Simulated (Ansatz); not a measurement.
**C₇H₁₄: taking an electron away**

Aim: the vertical ionisation energy of C₇H₁₄, as cation minus neutral at the neutral's geometry, on several levels, and how well −ε(HOMO) stands in for it.

Method: unrestricted cation, the program's frozen cores in correlated methods; program: Ansatz 0.2.0, Gaussian basis.

Plan: UKS PBE-D4/def2-TZVPP; UKS r2SCAN-D4/def2-TZVPP; UKS PBE0-D4/def2-TZVPP; UKS B3LYP-D4/def2-TZVPP; UKS wB97X-V/def2-TZVPP; UKS wB97M-V/def2-TZVPP; UKS B2PLYP/def2-TZVPP; UHF-CCSD(T)/def2-TZVPP; UHF-MP2/def2-QZVPP; extrapolation to the limit; then −ε(HOMO) from the neutral's earlier runs with LDA (SPW92), PBE-D4, revPBE-D4, BLYP-D4, r2SCAN-D4, B97M-V, PBE0-D4, B3LYP-D4, r2SCANh-D4, r2SCAN0-D4, HSE06-D4, BHLYP-D4, CAM-B3LYP-D4, LC-ωPBE, ωB97X-V, ωB97M-V.

**1. Structure used throughout**

All runs share one geometry, relaxed beforehand with PBE0-D4 in a triple-zeta def2 set.

SMILES `C=CCCC(C)C`, 21 atoms, charge 0, spin multiplicity 1.

Atoms are counted from 1 here; the program's logs count them from 0.

Bond lengths: C1–C2 1.325 Å, C1–H8 1.084 Å, C1–H9 1.086 Å, C2–C3 1.492 Å, C2–H10 1.090 Å, C3–C4 1.526 Å, C3–H11 1.093 Å, C3–H12 1.098 Å, C4–C5 1.526 Å, C4–H13 1.097 Å, C4–H14 1.097 Å, C5–C6 1.522 Å, C5–C7 1.522 Å, C5–H15 1.099 Å, C6–H16 1.093 Å, C6–H17 1.095 Å, C6–H18 1.093 Å, C7–H19 1.092 Å and more. Angles: C2–C1–H8 121.7°, C2–C1–H9 121.3°, H8–C1–H9 117.0°, C1–C2–C3 125.2°, C1–C2–H10 118.9°, C3–C2–H10 115.9°, C2–C3–C4 112.3°, C2–C3–H11 109.3°, C2–C3–H12 109.2°, C4–C3–H11 110.6°, C4–C3–H12 108.5°, H11–C3–H12 106.8°, C3–C4–C5 114.7°, C3–C4–H13 108.7°, C3–C4–H14 109.1°, C5–C4–H13 108.7°, C5–C4–H14 109.2°, H13–C4–H14 106.0° and more.

As a file:

```
atom    x (Å)    y (Å)    z (Å)
  C1   1.6013  -2.6626  -1.6446
  C2   0.9977  -1.4933  -1.8038
  C3   0.9756  -0.3927  -0.7974
  C4  -0.4411  -0.0480  -0.3466
  C5  -0.5417   1.1677   0.5701
  C6  -2.0006   1.5124   0.8315
  C7   0.2013   0.9631   1.8830
  H8   1.5717  -3.4280  -2.4114
  H9   2.1509  -2.8953  -0.7373
 H10   0.4536  -1.3038  -2.7286
 H11   1.5944  -0.6747   0.0589
 H12   1.4305   0.5063  -1.2347
 H13  -1.0595   0.1296  -1.2347
 H14  -0.8792  -0.9182   0.1579
 H15  -0.0803   2.0167   0.0470
 H16  -2.0930   2.4045   1.4562
 H17  -2.5044   0.6907   1.3507
 H18  -2.5405   1.6965  -0.1010
 H19   1.2692   0.7941   1.7309
 H20  -0.2012   0.0988   2.4217
 H21   0.0953   1.8361   2.5319
```

**2. Cation, UKS PBE-D4/def2-TZVPP**

Input file in.yaml:

```yaml
crystal:
  periodic: [false, false, false]
  atoms:
    - {symbol: C, position_ang: [1.601264, -2.662559, -1.644574]}
    - {symbol: C, position_ang: [0.997655, -1.493296, -1.803835]}
    - {symbol: C, position_ang: [0.975577, -0.392683, -0.797357]}
    - {symbol: C, position_ang: [-0.441081, -0.048030, -0.346634]}
    - {symbol: C, position_ang: [-0.541662, 1.167702, 0.570149]}
    - {symbol: C, position_ang: [-2.000577, 1.512377, 0.831485]}
    - {symbol: C, position_ang: [0.201346, 0.963068, 1.883007]}
    - {symbol: H, position_ang: [1.571686, -3.427957, -2.411447]}
    - {symbol: H, position_ang: [2.150931, -2.895272, -0.737276]}
    - {symbol: H, position_ang: [0.453588, -1.303808, -2.728595]}
    - {symbol: H, position_ang: [1.594410, -0.674691, 0.058904]}
    - {symbol: H, position_ang: [1.430536, 0.506348, -1.234658]}
    - {symbol: H, position_ang: [-1.059485, 0.129571, -1.234655]}
    - {symbol: H, position_ang: [-0.879209, -0.918237, 0.157948]}
    - {symbol: H, position_ang: [-0.080316, 2.016712, 0.047046]}
    - {symbol: H, position_ang: [-2.092999, 2.404470, 1.456227]}
    - {symbol: H, position_ang: [-2.504436, 0.690729, 1.350690]}
    - {symbol: H, position_ang: [-2.540532, 1.696546, -0.100962]}
    - {symbol: H, position_ang: [1.269208, 0.794104, 1.730910]}
    - {symbol: H, position_ang: [-0.201242, 0.098786, 2.421683]}
    - {symbol: H, position_ang: [0.095329, 1.836111, 2.531925]}
basis:
  gaussian: {orbitals: def2-TZVPP}
total_charge: 1
magnetization: {spin_polarized: true, initial_magnetization: 1}
hamiltonian: {xc: pbe, dispersion: d4}
```

Run with:

```console
ansatz run in.yaml --threads 2 --pin off --events-out ev --progress --plain --max-ram 32768MiB --backend cuda --devices 0, --max-vram 18GiB
```

The runs that follow: Cation, UKS r2SCAN-D4/def2-TZVPP; Cation, UKS PBE0-D4/def2-TZVPP; Cation, UKS B3LYP-D4/def2-TZVPP; Cation, UKS wB97X-V/def2-TZVPP; Cation, UKS wB97M-V/def2-TZVPP; Cation, UKS B2PLYP (frozen core)/def2-TZVPP; Cation, UHF-CCSD(T)/def2-TZVPP; Cation, UHF-MP2/def2-QZVPP.

Before running them: what should the planned runs give, taken together? Wanted: ionisation energy, CCSD(T)/CBS; nearest functional by difference; nearest −ε(HOMO); −ε(HOMO) of PBE; T1 of the cation.

As calculated:

| quantity | value |
| --- | --- |
| ionisation energy, CCSD(T)/CBS | 9.82 eV |
| nearest functional by difference | ωB97X-V (-0.28 eV) |
| nearest −ε(HOMO) | ωB97X-V (-0.14 eV) |
| −ε(HOMO) of PBE | 6.21 eV |
| T1 of the cation | 0.020 |

**Reading.** Energy differences with functionals land within 0.65 eV of the reference. −ε(HOMO) of PBE misses by 3.6 eV, since self-interaction lifts the level. Among orbital estimates ωB97X-V comes nearest. Hartree-Fock falls 1.64 eV short, as the neutral has more correlation energy than the cation. The cation may have settled in a state other than its lowest; no search over hole states beyond the program's own was made.
